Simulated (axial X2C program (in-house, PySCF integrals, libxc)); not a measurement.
# Linear ClTiCl⁺ at several levels

One table from this session's results is given with a row withheld; the runs are named, their logs left out.

Computed with an in-house X2C program for linear molecules on PySCF integrals. Level: all-electron X2C, two-component (2c) or spin-free, Cl dyall-av3z, Ti dyall-v3z.

All values are calculated.

2 further runs of the same task are left out: 2 set aside as unsound or not needed.

The first run:

Input file task.json:

```json
{"zs": [17, 22, 17], "q": 1, "bas": ["dyall-av3z", "dyall-v3z", "dyall-av3z"], "r0": [2.35, 2.35], "symm": 1, "scan": ["PBE0", "HF", "B3LYP"], "levels": ["PBE0", "HF", "r2SCAN"], "nst": 2}
```

Keys: zs atomic numbers; q charge; bas basis sets; r0 starting distance in Å; symm equal bonds; scan levels of the two-bond scan (MP2 follows by itself at each HF point); levels methods; nst determinants followed.

Command:

```sh
$ python solin.py task.json out
```

Masses Cl 34.969, Ti 47.948, Cl 34.969 u.

Steps of the session up to this table: Scan at PBE0, 2c; Scan at HF, 2c; Scan at B3LYP, 2c.

One table of the session follows, with a row left open; its other results are not shown here.

| level | r(Cl–Ti) (Å) | r(Ti–Cl) (Å) | lower stretch (cm⁻¹) | upper stretch (cm⁻¹) |
| --- | --- | --- | --- | --- |
| PBE0, 2c | ? | ? | ? | ? |
| HF, 2c | 2.184 | 2.184 | 421.0 | 592.3 |
| B3LYP, 2c | 2.172 | 2.172 | 398.8 | 575.2 |
| MP2, 2c | 2.148 | 2.148 | 419.9 | 595.8 |
| PBE0, spin-free | 2.157 | 2.157 | 407.1 | 586.6 |
| HF, spin-free | 2.184 | 2.184 | 421.1 | 592.6 |
| B3LYP, spin-free | 2.171 | 2.171 | 398.9 | 575.4 |
| MP2, spin-free | 2.148 | 2.148 | 420.0 | 596.0 |

Estimate the missing values for PBE0, 2c.

**Answer.** r(Cl–Ti) (Å): 2.158; r(Ti–Cl) (Å): 2.158; lower stretch (cm⁻¹): 407.0; upper stretch (cm⁻¹): 586.4. In the column «r(Cl–Ti) (Å)» it lies between PBE0, spin-free (2.157) and B3LYP, spin-free (2.171).

Scans not shown above were run alike.

Caveats from the session: The molecule was held linear; bending was not examined, so a bent shape may lie lower. Note: functional without a current term on a determinant with orbital currents, of the molecule or an atom.
